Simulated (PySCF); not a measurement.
**RbIn+: bond curves at several levels of theory**

An exercise on one series of results from a longer session: the logs are not shown, and one member is left open.

The runs use PySCF 2.14.0; Rb def2-SVPD with ECP28, In def2-SVPD with ECP28, scalar-relativistic core potentials.

Set-up of the first run:

Settings of the job:

* atoms: Rb, In
* charge: 1
* basis: Rb def2-SVPD with ECP28, In def2-SVPD with ECP28
* Hamiltonian: scalar-relativistic core potentials
* basis functions: 59
* electrons treated: 29
* masses in u: 84.9118, 114.9039
* levels: PBE0, PBE, r²SCAN, PW91, r²SCANh, LDA, HF, MP2, SCS-MP2
* grid: 80 radial by 434 angular points
* occupations: held fixed by the projection of orbital angular momentum
* dissociation limit: Rb+ + In, each in its ground configuration
* starting distance in angstrom: 3.550
* values of 2S to try: 1, 3

On the command line:

```bash
$ OMP_NUM_THREADS=1 python dia.py task.json out
```

Steps of the session up to this table: The job; PBE0 along the bond; Other states along the same grid; PBE; r²SCAN (meta-GGA); PW91 (GGA); r²SCANh (hybrid meta-GGA); LDA; UHF.

One of the session's tables, all rows but one given; the rest of the session is left out.

Energy (eV) from each level's lowest point:

```
R (Å)    UHF  UHF-MP2  UHF-SCS-MP2    LDA    PBE
3.636  0.198    0.137        0.147  0.072  0.119
3.805      ?        ?            ?      ?      ?
3.974  0.046    0.023        0.027  0.004  0.018
4.101  0.021    0.007        0.009  0.000  0.005
4.228  0.006    0.000        0.001  0.003  0.000
4.355  0.000    0.001        0.000  0.012  0.001
4.524  0.002    0.010        0.008  0.029  0.010
4.735  0.015    0.031        0.027  0.056  0.028
4.989  0.041    0.064        0.059  0.092  0.056
5.327  0.085    0.115        0.109  0.144  0.098
```

**Question.** Estimate the row for R (Å) = 3.805.

Worked estimate for «UHF». A straight line through the neighbours (3.636, 0.198) and (3.974, 0.046) gives 0.198 + (0.046 − 0.198) × (3.805 − 3.636) / (3.974 − 3.636) = 0.122; a parabola fitted to 3 rows on both sides gives 0.106.

The run gave: UHF: 0.103; UHF-MP2: 0.064; UHF-SCS-MP2: 0.071; LDA: 0.025; PBE: 0.054. In «UHF» the line misses by +0.019 and the parabola by +0.003.
